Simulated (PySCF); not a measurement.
# CoF₆ (-2): ligand-field states, part 2 of 3

PySCF 2.14.0. Atoms count from 0. Earlier steps stand in the parts before.

## 5. Ligand-field states: state-averaged CASSCF (polar angle and twist at [54.7356, 45]°) in water

Job settings and geometry (Å):

```
{"job": {"kind": "lf", "basis": {"metal": "x2c-TZVPall", "ligand": "x2c-SVPall"}, "nevpt": true, "solvent": "water", "reuse": true}, "charge": -2, "metal": "Co", "open_shell": "d5"}
Co     0.000000     0.000000     0.000000
F      1.380450    -0.571801     1.056551
F     -0.195031     1.481406     1.056551
F     -1.185419    -0.909604     1.056551
F      1.380450     0.571801    -1.056551
F     -1.185419     0.909604    -1.056551
F     -0.195031    -1.481406    -1.056551
```

Level: state-averaged CASSCF of the metal d shell, SC-NEVPT2 on the averaged canonical orbitals, state-interaction spin-orbit coupling.

Standard output:

```text
basis functions 132, electrons 83, active (5e, 5o)
start from the orbitals of the previous structure
stage 1: DIIS on the effective Fock matrix, level shift 0.30
cycle   1  E = -1986.6611749319  dE = -1.987e+03  max|g| = 1.715e+00
cycle   2  E = -1988.1329248954  dE = -1.472e+00  max|g| = 3.553e-01
cycle   3  E = -1988.2361895469  dE = -1.033e-01  max|g| = 6.956e-01
cycle   4  E = -1988.3544831349  dE = -1.183e-01  max|g| = 2.386e-01
cycle   5  E = -1988.3836298978  dE = -2.915e-02  max|g| = 2.991e-01
cycle   6  E = -1988.4626208111  dE = -7.899e-02  max|g| = 1.795e-01
cycle   7  E = -1988.4824336557  dE = -1.981e-02  max|g| = 2.007e-01
cycle   8  E = -1988.3469277102  dE =  1.355e-01  max|g| = 1.641e-01
cycle   9  E = -1988.0906924529  dE =  2.562e-01  max|g| = 4.267e-01
cycle  10  E = -1987.5356701045  dE =  5.550e-01  max|g| = 8.488e-01
cycle  11  E = -1986.8332559509  dE =  7.024e-01  max|g| = 9.931e-01
cycle  12  E = -1986.6178976362  dE =  2.154e-01  max|g| = 1.162e+00
cycle  13  E = -1986.3176029641  dE =  3.003e-01  max|g| = 1.267e+00
cycle  14  E = -1986.0915844230  dE =  2.260e-01  max|g| = 1.299e+00
cycle  15  E = -1985.7648149132  dE =  3.268e-01  max|g| = 1.376e+00
stage 2: quasi-Newton rotations from the point of smallest gradient
cycle  17  E = -1988.4708244371  dE = -1.239e-01  max|g| = 2.213e-01
cycle  18  E = -1988.4965284773  dE = -2.570e-02  max|g| = 2.451e-01
cycle  21  E = -1988.5456390925  dE = -4.911e-02  max|g| = 8.473e-02
cycle  22  E = -1988.5544760954  dE = -8.837e-03  max|g| = 2.896e-02
cycle  23  E = -1988.5556921081  dE = -1.216e-03  max|g| = 1.422e-02
cycle  24  E = -1988.5559479424  dE = -2.558e-04  max|g| = 5.629e-03
cycle  25  E = -1988.5559761238  dE = -2.818e-05  max|g| = 1.342e-03
cycle  26  E = -1988.5559797958  dE = -3.672e-06  max|g| = 8.106e-04
cycle  27  E = -1988.5559804677  dE = -6.720e-07  max|g| = 3.956e-04
cycle  28  E = -1988.5559805941  dE = -1.264e-07  max|g| = 6.996e-05
cycle  29  E = -1988.5559806085  dE = -1.443e-08  max|g| = 2.795e-05
cycle  30  E = -1988.5559806114  dE = -2.870e-09  max|g| = 1.473e-05
cycle  31  E = -1988.5559806118  dE = -4.393e-10  max|g| = 4.855e-06
converged average energy = -1988.5559806118

 mult deg   label        CASSCF/cm-1   NEVPT2/cm-1
   2   2   2E                  0.0           0.0
   2   1   2A1               488.7        2187.2
   6   1   6A1            -21692.9        8905.9
   4   2   4E              -4273.3       10848.8
   4   1   4A2             -4046.6       11691.5
   4   2   4E               3051.5       18688.7
   4   1   4A1              3014.5       19005.1
   2   2   2E               9867.4       24796.7
   2   1   2A2             10117.2       25512.4
   2   1   2A2             11451.1       26872.5
   2   1   2A1             13363.2       28636.6
   2   2   2E              13729.3       29323.4
   2   2   2E              16468.9       32503.4
   4   1   4A1              7819.5       35124.8
   4   2   4E               9321.5       35845.9
   2   1   2A2             22070.6       36615.8
   2   2   2E              21952.3       36808.3
   4   2   4E              15132.9       40595.5
   4   1   4A1             15468.3       41036.6
   2   1   2A1             24540.2       41830.5
   4   2   4E              16734.6       42057.3
   2   2   2E              24457.7       42513.5
   2   1   2A1             29809.9       45495.6
   2   2   2E              26762.5       47060.7
   2   1   2A1             21277.0       47080.3
   2   1   2A1             26536.1       47622.0
   2   2   2E              25096.3       48134.5
   4   1   4A2             27536.1       48378.0
   4   1   4A2             26264.6       53812.2
   2   2   2E              32453.7       54227.6
   4   2   4E              27463.6       56129.6
   2   2   2E              32972.8       56158.1
   2   1   2A2             32985.6       56296.3
   2   2   2E              34555.2       56573.1
   2   1   2A1             34948.2       57052.5
   2   1   2A2             35200.9       58528.5
   2   2   2E              36144.3       58803.6
   2   1   2A2             36094.3       59103.6
   2   1   2A1             41706.6       59544.4
   4   1   4A2             37611.6       65647.3
   4   2   4E              37503.0       65650.5
   2   2   2E              43055.2       65799.7
   2   1   2A2             44353.3       68903.9
   2   2   2E              45165.9       69976.8
   2   2   2E              45406.8       71916.5
   2   1   2A1             45894.8       72900.9
   4   1   4A1             43370.4       72909.0
   2   2   2E              58631.7       73316.0
   4   2   4E              43867.6       73714.1
   2   1   2A2             47790.0       77715.5
   2   2   2E              47719.7       77980.9
   2   1   2A2             50408.5       80369.2
   2   2   2E              60236.2       83227.0
   2   2   2E              64807.4       83975.4
   2   2   2E              60668.3       84036.3
   2   1   2A2             65322.7       84730.8
   2   1   2A1             60465.9       84915.5
   2   1   2A1             59383.8       86735.0
   2   1   2A1             69911.5       90552.4
   2   2   2E              61730.0       90744.4

spin-orbit levels / cm-1
      0.00  x2  2E 0.96 2A1 0.03
    780.73  x2  2E 1.00
   2695.24  x2  2A1 0.96 2E 0.03
   9135.98  x2  6A1 0.89 4E 0.11
   9162.74  x2  6A1 0.91 4E 0.07
   9180.98  x2  6A1 0.92 4E 0.04 4A2 0.03
  11384.49  x2  4E 0.99
  11457.37  x2  4E 0.93 6A1 0.06
  11491.61  x2  4E 0.95 6A1 0.05
  11528.66  x2  4E 0.90 6A1 0.09
  12239.04  x2  4A2 0.97
  12305.31  x2  4A2 0.96 6A1 0.03
  19157.87  x2  4E 0.99
  19163.18  x2  4E 1.00
  19165.20  x2  4E 0.99
  19171.07  x2  4E 1.00
  19477.19  x2  4A1 0.99
  19485.69  x2  4A1 0.99
  25088.06  x2  2E 0.99
  25328.78  x2  2E 0.90 2A2 0.09
  26021.93  x2  2A2 0.90 2E 0.10
  27360.91  x2  2A2 0.99
  29111.00  x2  2A1 0.98
  29768.00  x2  2E 0.98
  29829.37  x2  2E 0.99
  32986.02  x2  2E 0.99
  32988.46  x2  2E 1.00
  35571.61  x2  4A1 0.96 2A2 0.03
  35592.40  x2  4A1 0.98
  36325.06  x2  4E 0.97
```

Wall time 21 s (1 thread of Arm Neoverse N1, shared host); peak memory 0.33 GiB.

Warnings kept with the result: strongly covalent, metal-shell active space is small for this complex.

From this job:

| quantity | value |
| --- | --- |
| spin-orbit constant ζ | 531 cm⁻¹ |

Powder susceptibility:

| T (K) | χT (cm³ K/mol) | μ(eff) |
| --- | --- | --- |
| 2 | 0.607 | 2.20 |
| 20 | 0.621 | 2.23 |
| 100 | 0.683 | 2.34 |
| 300 | 0.818 | 2.56 |

## 6. Ligand-field states: state-averaged CASSCF (polar angle and twist at [52, 30]°) in water

Job settings and geometry (Å):

```
{"job": {"kind": "lf", "basis": {"metal": "x2c-TZVPall", "ligand": "x2c-SVPall"}, "nevpt": true, "solvent": "water", "reuse": true}, "charge": -2, "metal": "Co", "open_shell": "d5"}
Co     0.000000     0.000000     0.000000
F      1.392923    -0.373233     1.126660
F     -0.373233     1.392923     1.126660
F     -1.019690    -1.019690     1.126660
F      1.392923     0.373233    -1.126660
F     -1.019690     1.019690    -1.126660
F     -0.373233    -1.392923    -1.126660
```

With the program's defaults for keys left out, this is: state-averaged CASSCF of the metal d shell, SC-NEVPT2 on the averaged canonical orbitals, state-interaction spin-orbit coupling.

Standard output:

```text
basis functions 132, electrons 83, active (5e, 5o)
start from the orbitals of the previous structure
stage 1: DIIS on the effective Fock matrix, level shift 0.30
cycle   1  E = -1987.0180710569  dE = -1.987e+03  max|g| = 1.651e+00
cycle   2  E = -1988.1311473346  dE = -1.113e+00  max|g| = 3.321e-01
cycle   3  E = -1988.1967644422  dE = -6.562e-02  max|g| = 7.192e-01
cycle   4  E = -1988.3190759937  dE = -1.223e-01  max|g| = 3.634e-01
cycle   5  E = -1988.2490861219  dE =  6.999e-02  max|g| = 3.625e-01
cycle   6  E = -1988.1228982481  dE =  1.262e-01  max|g| = 4.783e-01
cycle   7  E = -1988.3350340528  dE = -2.121e-01  max|g| = 3.749e-01
cycle   8  E = -1988.5073385034  dE = -1.723e-01  max|g| = 1.572e-01
cycle   9  E = -1988.4761292564  dE =  3.121e-02  max|g| = 1.376e-01
cycle  10  E = -1988.4797976418  dE = -3.668e-03  max|g| = 9.706e-02
cycle  11  E = -1988.5093252100  dE = -2.953e-02  max|g| = 1.190e-01
cycle  12  E = -1988.3738169316  dE =  1.355e-01  max|g| = 2.514e-01
cycle  13  E = -1987.8140707192  dE =  5.597e-01  max|g| = 7.741e-01
cycle  14  E = -1986.7792452389  dE =  1.035e+00  max|g| = 1.284e+00
cycle  15  E = -1985.3775250372  dE =  1.402e+00  max|g| = 1.851e+00
stage 2: quasi-Newton rotations from the point of smallest gradient
cycle  17  E = -1988.5095051360  dE = -2.971e-02  max|g| = 1.806e-01
cycle  18  E = -1988.5370252308  dE = -2.752e-02  max|g| = 4.709e-02
cycle  19  E = -1988.5388184669  dE = -1.793e-03  max|g| = 1.525e-02
cycle  20  E = -1988.5391166909  dE = -2.982e-04  max|g| = 7.619e-03
cycle  21  E = -1988.5391857466  dE = -6.906e-05  max|g| = 1.419e-03
cycle  22  E = -1988.5391905900  dE = -4.843e-06  max|g| = 3.131e-04
cycle  23  E = -1988.5391910181  dE = -4.281e-07  max|g| = 1.331e-04
cycle  24  E = -1988.5391910414  dE = -2.335e-08  max|g| = 4.081e-05
cycle  25  E = -1988.5391910448  dE = -3.376e-09  max|g| = 9.872e-06
converged average energy = -1988.5391910448

 mult deg   label        CASSCF/cm-1   NEVPT2/cm-1
   2   2   2E                  0.0           0.0
   6   1   6A1            -23771.6        5606.4
   2   1   2A1              2769.8        8500.1
   4   2   4E              -5025.2        9012.0
   4   1   4A2             -4021.9       12348.2
   4   1   4A1              1285.5       17912.0
   4   2   4E               2395.0       17948.1
   2   2   2E               9466.2       23359.3
   2   1   2A2              9867.6       24769.5
   2   1   2A1             11466.3       25434.6
   2   2   2E              12516.6       26119.0
   2   1   2A2             11319.3       26352.4
   4   1   4A1              6217.9       31880.4
   2   2   2E              18214.4       31966.5
   4   2   4E               7256.4       32273.2
   2   2   2E              16337.5       33868.4
   4   2   4E              11679.0       35491.1
   2   1   2A2             21312.6       35610.9
   4   1   4A1             14059.1       37986.2
   4   2   4E              14791.5       38326.1
   2   1   2A1             19092.5       41137.5
   2   1   2A1             24167.5       41798.9
   2   1   2A1             27862.4       43064.0
   2   2   2E              25963.0       43513.9
   2   1   2A1             23403.9       43718.5
   2   2   2E              23031.5       43842.9
   4   1   4A2             19569.7       45045.2
   4   1   4A2             25980.7       45384.6
   2   2   2E              25005.8       45833.2
   2   2   2E              29709.4       48349.5
   2   1   2A2             29755.8       51486.5
   2   2   2E              30562.3       51681.7
   2   1   2A2             30917.2       52267.2
   2   2   2E              32454.1       53187.1
   4   2   4E              25548.7       54067.7
   2   1   2A1             33968.2       54816.1
   2   1   2A1             39036.9       55260.7
   2   2   2E              34353.0       55458.8
   2   1   2A2             35040.6       56690.4
   4   2   4E              33398.1       58612.1
   2   2   2E              38031.5       60118.1
   4   1   4A2             34940.1       60713.8
   2   1   2A2             38316.0       60884.2
   4   1   4A1             38320.4       65246.0
   2   2   2E              42301.3       67007.8
   2   2   2E              43009.9       67256.2
   4   2   4E              39855.1       67807.6
   2   1   2A1             43399.1       70493.8
   2   2   2E              44370.6       72098.6
   2   1   2A2             44824.5       72456.8
   2   2   2E              56255.6       72849.3
   2   1   2A2             46617.0       73790.6
   2   1   2A1             55853.7       74863.5
   2   2   2E              54978.0       75582.7
   2   1   2A1             50582.4       77565.1
   2   2   2E              58399.9       78881.8
   2   2   2E              61812.5       81120.4
   2   2   2E              57824.1       81432.6
   2   1   2A1             64594.5       82249.3
   2   1   2A2             63633.4       82308.7

spin-orbit levels / cm-1
      0.00  x2  2E 0.99
    809.54  x2  2E 1.00
   5921.90  x2  6A1 0.96 4E 0.04
   5956.93  x2  6A1 0.97
   5973.08  x2  6A1 0.98
   8774.37  x2  2A1 0.84 4E 0.13
   9522.22  x2  4E 0.99
   9552.59  x2  4E 0.97
   9594.42  x2  4E 0.95 6A1 0.04
   9726.07  x2  4E 0.85 2A1 0.13
  12833.78  x2  4A2 0.99
  12912.97  x2  4A2 0.98
  18336.20  x2  4A1 0.76 4E 0.24
  18351.40  x2  4A1 0.52 4E 0.48
  18364.71  x2  4E 1.00
  18422.26  x2  4E 0.52 4A1 0.48
  18438.85  x2  4E 0.87 4A1 0.12
  18478.67  x2  4E 0.88 4A1 0.12
  23590.37  x2  2E 0.99
  23948.50  x2  2E 0.97
  25184.07  x2  2A2 0.90 2A1 0.07
  25940.68  x2  2A1 0.91 2A2 0.07
  26517.17  x2  2E 0.73 2A2 0.25
  26560.64  x2  2E 0.99
  26924.50  x2  2A2 0.74 2E 0.24
  32114.90  x2  2E 0.81 4A1 0.12 4E 0.04
  32320.85  x2  4A1 0.86 2E 0.13
  32362.39  x2  4A1 0.87 2E 0.10
  32626.23  x2  2E 0.47 4E 0.42 4A1 0.10
  32745.54  x2  4E 0.97
```

It took 20 s on 1 thread of Arm Neoverse N1, shared host; peak memory 0.33 GiB.

Warnings kept with the result: strongly covalent, metal-shell active space is small for this complex.

From this job:

| quantity | value |
| --- | --- |
| spin-orbit constant ζ | 526 cm⁻¹ |

Powder susceptibility:

| T (K) | χT (cm³ K/mol) | μ(eff) |
| --- | --- | --- |
| 2 | 0.733 | 2.42 |
| 20 | 0.743 | 2.44 |
| 100 | 0.787 | 2.51 |
| 300 | 0.879 | 2.65 |

## 7. Ligand-field states: state-averaged CASSCF (polar angle and twist at [50, 15]°) in water

Job settings and geometry (Å):

```
{"job": {"kind": "lf", "basis": {"metal": "x2c-TZVPall", "ligand": "x2c-SVPall"}, "nevpt": true, "solvent": "water", "reuse": true}, "charge": -2, "metal": "Co", "open_shell": "d5"}
Co     0.000000     0.000000     0.000000
F      1.389868    -0.182980     1.176301
F     -0.536469     1.295151     1.176301
F     -0.853399    -1.112171     1.176301
F      1.389868     0.182980    -1.176301
F     -0.853399     1.112171    -1.176301
F     -0.536469    -1.295151    -1.176301
```

With the program's defaults for keys left out, this is: state-averaged CASSCF of the metal d shell, SC-NEVPT2 on the averaged canonical orbitals, state-interaction spin-orbit coupling.

Standard output:

```text
basis functions 132, electrons 83, active (5e, 5o)
start from the orbitals of the previous structure
stage 1: DIIS on the effective Fock matrix, level shift 0.30
cycle   1  E = -1987.2154441987  dE = -1.987e+03  max|g| = 1.351e+00
cycle   2  E = -1988.0260995683  dE = -8.107e-01  max|g| = 5.225e-01
cycle   3  E = -1988.0223590482  dE =  3.741e-03  max|g| = 8.862e-01
cycle   4  E = -1988.4202355660  dE = -3.979e-01  max|g| = 1.389e-01
cycle   5  E = -1988.4894575105  dE = -6.922e-02  max|g| = 1.786e-01
cycle   6  E = -1988.4334916564  dE =  5.597e-02  max|g| = 9.903e-02
cycle   7  E = -1988.2736265676  dE =  1.599e-01  max|g| = 2.802e-01
cycle   8  E = -1987.7963843082  dE =  4.772e-01  max|g| = 6.431e-01
cycle   9  E = -1986.9857307986  dE =  8.107e-01  max|g| = 1.014e+00
cycle  10  E = -1985.7230689347  dE =  1.263e+00  max|g| = 1.438e+00
cycle  11  E = -1984.4859075309  dE =  1.237e+00  max|g| = 1.981e+00
cycle  12  E = -1983.7298895272  dE =  7.560e-01  max|g| = 2.055e+00
cycle  13  E = -1983.5206579005  dE =  2.092e-01  max|g| = 2.304e+00
cycle  14  E = -1983.9648809057  dE = -4.442e-01  max|g| = 2.230e+00
cycle  15  E = -1984.4578938366  dE = -4.930e-01  max|g| = 1.819e+00
stage 2: quasi-Newton rotations from the point of smallest gradient
cycle  17  E = -1988.4900790331  dE = -5.659e-02  max|g| = 1.769e-01
cycle  18  E = -1988.5174980124  dE = -2.742e-02  max|g| = 1.002e-01
cycle  19  E = -1988.5212000853  dE = -3.702e-03  max|g| = 3.901e-02
cycle  20  E = -1988.5229744827  dE = -1.774e-03  max|g| = 1.740e-02
cycle  21  E = -1988.5232063433  dE = -2.319e-04  max|g| = 3.149e-03
cycle  22  E = -1988.5232200912  dE = -1.375e-05  max|g| = 7.953e-04
cycle  23  E = -1988.5232221732  dE = -2.082e-06  max|g| = 3.939e-04
cycle  24  E = -1988.5232222734  dE = -1.002e-07  max|g| = 1.607e-04
cycle  25  E = -1988.5232222823  dE = -8.908e-09  max|g| = 3.566e-05
cycle  26  E = -1988.5232222829  dE = -5.912e-10  max|g| = 9.626e-06
converged average energy = -1988.5232222829

 mult deg   label        CASSCF/cm-1   NEVPT2/cm-1
   2   2   2E                  0.0           0.0
   6   1   6A1            -26420.3        1074.0
   4   2   4E              -6249.5        5743.8
   4   1   4A2             -3779.4       12928.8
   4   1   4A1             -1146.6       15192.8
   2   1   2A1              6724.8       16963.3
   4   2   4E               1695.3       17131.5
   2   2   2E               9888.5       20598.3
   2   1   2A1              9129.6       20991.5
   2   2   2E               8855.6       21323.6
   2   1   2A2              8538.5       21481.7
   2   2   2E              13544.4       23914.3
   2   1   2A2             12419.6       27125.1
   4   2   4E               4585.4       27219.7
   4   1   4A1              4152.8       27860.9
   4   2   4E               6836.5       28425.0
   4   2   4E              12435.0       33212.4
   2   1   2A1             16079.2       33828.7
   4   1   4A1             12384.7       34106.7
   4   1   4A2             12108.4       34414.2
   2   2   2E              16750.3       36534.5
   2   1   2A2             20280.7       36626.5
   2   1   2A1             22619.3       38392.7
   2   2   2E              20630.3       39255.7
   2   1   2A1             25047.3       39427.8
   2   2   2E              26167.0       40459.4
   2   1   2A2             23479.1       40563.7
   2   1   2A1             20254.0       40645.1
   4   1   4A2             23751.3       41045.4
   2   2   2E              22305.1       41299.6
   2   2   2E              27394.2       43193.9
   2   1   2A1             28930.8       45837.1
   2   1   2A2             28025.3       46121.2
   2   2   2E              28070.5       46701.2
   2   2   2E              30072.5       48687.6
   2   1   2A2             30806.2       50238.6
   4   2   4E              29037.1       50366.9
   4   2   4E              22919.6       51029.5
   2   2   2E              30869.6       51304.5
   2   2   2E              32712.0       51336.6
   2   1   2A1             36815.2       52873.2
   2   1   2A2             33842.2       53086.5
   4   1   4A2             31478.7       54394.6
   4   1   4A1             32471.1       55959.4
   4   2   4E              35215.8       60522.2
   2   2   2E              38979.7       62465.6
   2   2   2E              40199.9       63618.3
   2   1   2A1             39669.4       65657.9
   2   1   2A1             50981.9       65746.3
   2   1   2A1             43124.5       66140.7
   2   1   2A2             43076.1       66306.8
   2   1   2A2             40236.0       66335.0
   2   2   2E              41322.8       67635.9
   2   2   2E              53858.6       68463.5
   2   2   2E              48650.4       68589.0
   2   2   2E              51596.5       71513.5
   2   2   2E              55515.6       72559.3
   2   1   2A1             58799.0       72986.2
   2   2   2E              58336.1       74161.7
   2   2   2E              59216.8       76132.9

spin-orbit levels / cm-1
      0.00  x2  2E 0.98
    922.45  x2  2E 0.98
   1508.76  x2  6A1 0.97
   1540.04  x2  6A1 0.98
   1552.89  x2  6A1 0.99
   6302.37  x2  4E 0.99
   6347.49  x2  4E 0.98
   6350.97  x2  4E 0.99
   6420.02  x2  4E 0.96
  13426.33  x2  4A2 0.98
  13459.48  x2  4A2 0.99
  15719.19  x2  4A1 1.00
  15757.64  x2  4A1 0.99
  17270.20  x2  2A1 0.64 4E 0.35
  17506.25  x2  4E 1.00
  17591.71  x2  4E 0.99
  17716.23  x2  4E 0.97
  18037.46  x2  4E 0.66 2A1 0.33
  20981.45  x2  2E 0.98
  21242.59  x2  2E 0.96
  21467.25  x2  2A1 0.89 2A2 0.10
  21562.82  x2  2E 0.96
  21993.90  x2  2E 0.84 2A2 0.08
  22119.17  x2  2A2 0.80 2E 0.10 2A1 0.08
  24161.09  x2  2E 0.95 2E 0.04
  24891.69  x2  2E 0.97
  27433.86  x2  2A2 0.62 4E 0.34
  27747.08  x2  4E 0.99
  27748.99  x2  4E 0.98
  27790.97  x2  4E 0.98
```

It took 19 s on 1 thread of Arm Neoverse N1, shared host; peak memory 0.33 GiB.

Warnings kept with the result: strongly covalent, metal-shell active space is small for this complex.

In short:

| quantity | value |
| --- | --- |
| spin-orbit constant ζ | 521 cm⁻¹ |

Powder susceptibility:

| T (K) | χT (cm³ K/mol) | μ(eff) |
| --- | --- | --- |
| 2 | 0.827 | 2.57 |
| 20 | 0.835 | 2.58 |
| 100 | 0.874 | 2.64 |
| 300 | 0.965 | 2.78 |

(Part 2 of 3 ends here.)
